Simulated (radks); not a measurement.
# Valence configurations of Ar³⁺

One table from this session's results is given with a row withheld; the runs are named, their logs left out.

Program: radks (a radial shooting solver on a logarithmic mesh, Libxc functionals) version 1. Level of theory: non-relativistic Kohn-Sham, TPSS, spin-polarised, spherical densities, point nucleus; open shells are filled with parallel spins first. These are calculated values, not measurements, unless marked.

## The atom as given

| Quantity | Value |
| --- | --- |
| element | argon (Z = 18) |
| charge | +3 |
| electrons | 15 |
| configuration | [Ne] 3s2 3p3 |
| others tried | 3p5; 3s1 3p4; 3s1.5 3p3.5; 3s0.5 3p4.5 |

Outer shells as boxes (Hund's rule):

Ar³⁺
```
[Ne] core
3s [↑↓]
3p [↑ ][↑ ][↑ ]
```

The first run:

The run's settings:

```text
Z 18
configuration [Ne] 3s2 3p3
relativity non-relativistic
functional tpss,tpss
spin polarised
nucleus point
```

Among the steps run: [Ne] 3s2 3p3.

One of the session's tables, all rows but one given; the rest of the session is left out.

It belongs to the step «[Ne] 3s2 3p3». Radial moments (bohr):

| level | <r> | outermost maximum (interpolated) | 90 % within | nodes |
| --- | --- | --- | --- | --- |
| 2s up | ? | ? | ? | ? |
| 2s down | 0.4146 | 0.340 | 0.646 | 1 |
| 2p up | 0.3764 | 0.281 | 0.623 | 0 |
| 2p down | 0.3762 | 0.281 | 0.622 | 0 |
| 3s up | 1.290 | 1.13 | 1.91 | 2 |
| 3s down | 1.306 | 1.14 | 1.94 | 2 |
| 3p up | 1.386 | 1.19 | 2.09 | 1 |
| 3p down | 1.420 | 1.21 | 2.16 | 1 |

Q: Estimate the row for 2s up from the others.

The run gave: <r>: 0.4149; outermost maximum (interpolated): 0.339; 90 % within: 0.647; nodes: 1. In the column «<r>» it lies between 2s down (0.4146) and 3s up (1.290).
